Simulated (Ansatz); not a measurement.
# SnPt2Se3: the cost of one run

Program: Ansatz 0.2.0. Level of theory: DFT PBE, scalar-relativistic, plane waves, PAW. These are calculated values, not measurements.

### 1 Starting point

It takes space group P-4m2 (No. 115, tetragonal). Conventional cell: a = 3.880 Å, b = 3.880 Å, c = 8.620 Å, α = 90.00°, β = 90.00°, γ = 90.00°. Sn (site symmetry -4m2) is surrounded by 4 Se at 2.74 Å and 4 Pt at 2.97 Å. Pt (site symmetry 2mm) is surrounded by 7 Se at 2.94 to 3.07 Å and 2 Sn at 2.97 Å. Se (site symmetry 2mm) is surrounded by 5 Pt at 2.94 to 3.07 Å. Se (site symmetry -4m2) has 4 Sn at 2.74 Å and 4 Pt at 2.97 Å in its first shell of neighbours.

As a file:

```cif
data_structure
_symmetry_space_group_name_H-M 'P-4m2'
_symmetry_Int_Tables_number 115
_cell_length_a 3.8804
_cell_length_b 3.8804
_cell_length_c 8.6199
_cell_angle_alpha 90.000
_cell_angle_beta 90.000
_cell_angle_gamma 90.000
_cell_volume 129.79
loop_
_atom_site_label
_atom_site_type_symbol
_atom_site_symmetry_multiplicity
_atom_site_Wyckoff_symbol
_atom_site_fract_x
_atom_site_fract_y
_atom_site_fract_z
_atom_site_occupancy
Sn1 Sn 1 b 0.50000 0.50000 0.00000 1
Pt1 Pt 2 g 0.50000 0.00000 0.73987 1
Se1 Se 2 g 0.50000 0.00000 0.38354 1
Se2 Se 1 a 0.00000 0.00000 0.00000 1
```

Recipe of the guess: species swapped into a database cell of Hf2GaSb3 (P-4m2, No. 115), with Pt on the Hf sites, Sn on the Ga sites and Se on the Sb sites. The dimensions are guesses.

### 2 Probe: one point on a coarse mesh

input.yaml reads:

```yaml
crystal:
  lattice:
    - [3.88037973, 0.0, 0.0]
    - [0.0, 3.88037973, 0.0]
    - [0.0, 0.0, 8.61991337]
  atoms:
    - { symbol: Sn, position: [0.5, 0.5, 0.0] }
    - { symbol: Pt, position: [0.5, 0.0, 0.7398749] }
    - { symbol: Pt, position: [0.0, 0.5, 0.2601251] }
    - { symbol: Se, position: [0.5, 0.0, 0.38354135] }
    - { symbol: Se, position: [0.0, 0.5, 0.61645865] }
    - { symbol: Se, position: [0.0, 0.0, 0.0] }
basis:
  ecutwfc: 420
kpoints:
  mp_grid: { grid: [4, 4, 2] }
hamiltonian:
  xc: pbe
scf:
  occupations: { method: gaussian, width: 0.1 }
  lower_state_search: "off"
output:
  forces: true
  stress: true
  eigenvalues: true
```

Started as:

```sh
ansatz run input.yaml --threads 1 --pin off --max-ram 2560MiB --backend cpu --events-out ev --progress --plain --runs-dir out
```

Q: Estimate wall time and peak memory on 1 thread of Intel Xeon at 2.50GHz (Skylake/Cascade Lake), shared host.

About 12 s, with a peak of 0.42 GiB.
